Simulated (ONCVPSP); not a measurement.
# Pseudopotential generation for niobium: ONCV, PW91

Aim: build the potential from the settings below, then test how well it stands in for the atom: other configurations, scattering, ghost states and the plane-wave cutoff that it needs.

Program: ONCVPSP 4.0.1. Reference atom: PW91, scalar-relativistic, spherical and spin-unpolarised. All values are calculated.

## 1. Settings

Typed settings, in words:

```
element                 : niobium (Nb, Z = 41)
type                    : optimised norm-conserving Vanderbilt (ONCV)
frozen core             : [Ar] 3d10
valence charge          : 13
reference configuration : 4s2 4p6 4d5
partial waves           : 4s: rc 2.00 bohr, ncon 4, nbas 7, qcut 6.6 1/bohr, 2 projectors, debl 2.2 Ha; 4p: rc 2.05 bohr, ncon 5, nbas 8, qcut 6.8 1/bohr, 2 projectors, debl 0.9 Ha; 4d: rc 1.90 bohr, ncon 3, nbas 6, qcut 5.3 1/bohr, 2 projectors, debl 2.6 Ha; f scattering state at 0.06 Ha: rc 1.95 bohr, ncon 4, nbas 8, qcut 5.9 1/bohr, 2 projectors, debl 0.3 Ha
local potential         : polynomial inside 1.90 bohr (lpopt 5, dvloc0 0 Ha)
core correction         : Teter function, fcfact 5.75, rcfact 1.2
```

An earlier all-electron run gives the scale for the radii.

All-electron outer shells of the reference configuration (PW91, scalar-relativistic, ld1.x):

```json
{"shell": "4s", "level (eV)": "-56.65", "outermost node (bohr)": "0.53", "outermost maximum (bohr)": "1.04"}
{"shell": "4p", "level (eV)": "-32.86", "outermost node (bohr)": "0.54", "outermost maximum (bohr)": "1.12"}
{"shell": "5s", "level (eV)": "-3.50", "outermost node (bohr)": "1.41", "outermost maximum (bohr)": "3.15"}
{"shell": "4d", "level (eV)": "-1.95", "outermost node (bohr)": "0.55", "outermost maximum (bohr)": "1.53"}
{"shell": "5p", "level (eV)": "-0.92", "outermost node (bohr)": "1.64", "outermost maximum (bohr)": "4.53"}
```

## 2. The generation run

Input file Nb.dat:

```
# ATOM AND REFERENCE CONFIGURATION
# atsym  z   nc   nv     iexc    psfile
  Nb 41.00    6    3  -109134      upf
#
#   n    l    f
    1    0    2.00
    2    0    2.00
    2    1    6.00
    3    0    2.00
    3    1    6.00
    3    2   10.00
    4    0    2.00
    4    1    6.00
    4    2    5.00
#
# PSEUDOPOTENTIAL AND OPTIMIZATION
# lmax
    3
#
#   l,   rc,      ep,       ncon, nbas, qcut
    0    2.00    0.00    4    7    6.60
    1    2.05    0.00    5    8    6.80
    2    1.90    0.00    3    6    5.30
    3    1.95    0.06    4    8    5.90
#
# LOCAL POTENTIAL
# lloc, lpopt,  rc(5),   dvloc0
    4    5    1.90    0.00
#
# VANDERBILT-KLEINMAN-BYLANDER PROJECTORs
# l, nproj, debl
    0    2    2.20
    1    2    0.90
    2    2    2.60
    3    2    0.30
#
# MODEL CORE CHARGE
# icmod, fcfact, rcfact
    3    5.75    1.20
#
# LOG DERIVATIVE ANALYSIS
# epsh1, epsh2, depsh
   -4.00    5.00    0.02
#
# OUTPUT GRID
# rlmax, drl
    6.00    0.01
#
# TEST CONFIGURATIONS
# ncnf
    4
# nvcnf
#   n    l    f
    4
    4    0    2.00
    4    1    6.00
    4    2    4.00
    5    0    1.00
#
    3
    4    0    2.00
    4    1    6.00
    4    2    4.00
#
    3
    4    0    2.00
    4    1    6.00
    4    2    3.00
#
    4
    4    0    2.00
    4    1    6.00
    4    2    4.00
    5    1    1.00
#
```

Started as:

```bash
oncvpsp.x < Nb.dat > Nb.out
```

What does the calculation give? Wanted: cutoffs for 1 and 0.1 mHa per electron, occupied waves; bound ghosts; GHOST(+) flags; largest test error; largest phase difference near zero energy, channels read; rms error of d²Exc/dn², without and with the model core; projector energies reset by the program.

The runs gave:

| quantity | value |
| --- | --- |
| cutoffs for 1 and 0.1 mHa per electron, occupied waves | 14 Ha and 32 Ha |
| bound ghosts | none found |
| GHOST(+) flags | none at low energy |
| largest test error (AE − PS) | -1.3 meV, for 4s2 4p6 4d4 (1 test unsolved) |
| largest phase difference near zero energy, channels read | 0.000 rad |
| rms error of d²Exc/dn², without and with the model core | 3.86 and 0.73 mHa |
| projector energies reset by the program | p: -1.208, 0.250 Ha |

In words: By total energies transferability is very good where solved: the largest error is 1.3 meV on 5.4 eV, for 4s2 4p6 4d4. Of the tests 1 gave no usable energy difference, which is a warning in itself. By its cutoff, 14 Ha for the looser tolerance, it is soft on the atom at that tolerance. It is free of bound ghosts as far as tested. Near zero energy the phases of the channels with partial waves agree within 0.001 rad. All of this concerns the isolated atom, not yet a solid.
